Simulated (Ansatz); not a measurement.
# GeOF3 radical: how energies converge with the basis set

One table from this session's results is given with a row withheld; the runs are named, their logs left out.

Method: one geometry, several basis sets; program: Ansatz 0.2.0, Gaussian basis.

Levels to be run: PBE0-D4/def2-SVP; ωB97M-V/def2-SVP; PBE0-D4/def2-QZVPP; ωB97M-V/def2-QZVPP; the functionals' def2-TZVPP values are taken from earlier runs.

## Structure used throughout

The geometry comes from an earlier relaxation with PBE0-D4 in a triple-zeta def2 set; it is a stationary point.

SMILES `[O][Ge]([F])([F])[F]`, 5 atoms, charge 0, spin multiplicity 2.

Atoms are counted from 1 here; the program's logs count them from 0.

Bond lengths: O1–Ge2 1.770 Å, Ge2–F3 1.697 Å, Ge2–F4 1.697 Å, Ge2–F5 1.697 Å. Angles: O1–Ge2–F3 107.1°, O1–Ge2–F4 112.2°, O1–Ge2–F5 111.5°, F3–Ge2–F4 109.3°, F3–Ge2–F5 109.9°, F4–Ge2–F5 106.8°.

Set-up of the first run:

in.yaml reads:

```yaml
crystal:
  periodic: [false, false, false]
  atoms:
    - {symbol: O, position_ang: [-0.574372, 0.094574, 1.657496]}
    - {symbol: Ge, position_ang: [0.003896, -0.010421, -0.012442]}
    - {symbol: F, position_ang: [1.388555, -0.990954, -0.000172]}
    - {symbol: F, position_ang: [-1.154519, -0.688286, -1.051304]}
    - {symbol: F, position_ang: [0.386339, 1.521386, -0.634978]}
basis:
  gaussian: {orbitals: def2-SVP}
magnetization: {spin_polarized: true, initial_magnetization: 1}
hamiltonian: {xc: pbe0, dispersion: d4}
output: {orbitals: {seedname: orbitals}}
```

Among the steps run: PBE0-D4 in def2-SVP; ωB97M-V in def2-SVP; PBE0-D4 in def2-QZVPP; ωB97M-V in def2-QZVPP.

One table of the session follows, with a row left open; its other results are not shown here.

It belongs to the step «Density functionals: the series». 

```
functional       basis  HOMO (eV)  LUMO (eV)
   PBE0-D4    def2-SVP     -10.46      -5.83
   PBE0-D4  def2-TZVPP     -10.61      -5.94
   PBE0-D4  def2-QZVPP     -10.67      -5.97
   ωB97M-V    def2-SVP          ?          ?
   ωB97M-V  def2-TZVPP     -13.11      -3.66
   ωB97M-V  def2-QZVPP     -13.17      -3.72
```

**Question.** Estimate the row for ωB97M-V, def2-SVP.

The run gave: HOMO (eV): -12.92; LUMO (eV): -3.46. In the column «HOMO (eV)» it lies between ωB97M-V, def2-TZVPP (-13.11) and PBE0-D4, def2-QZVPP (-10.67).
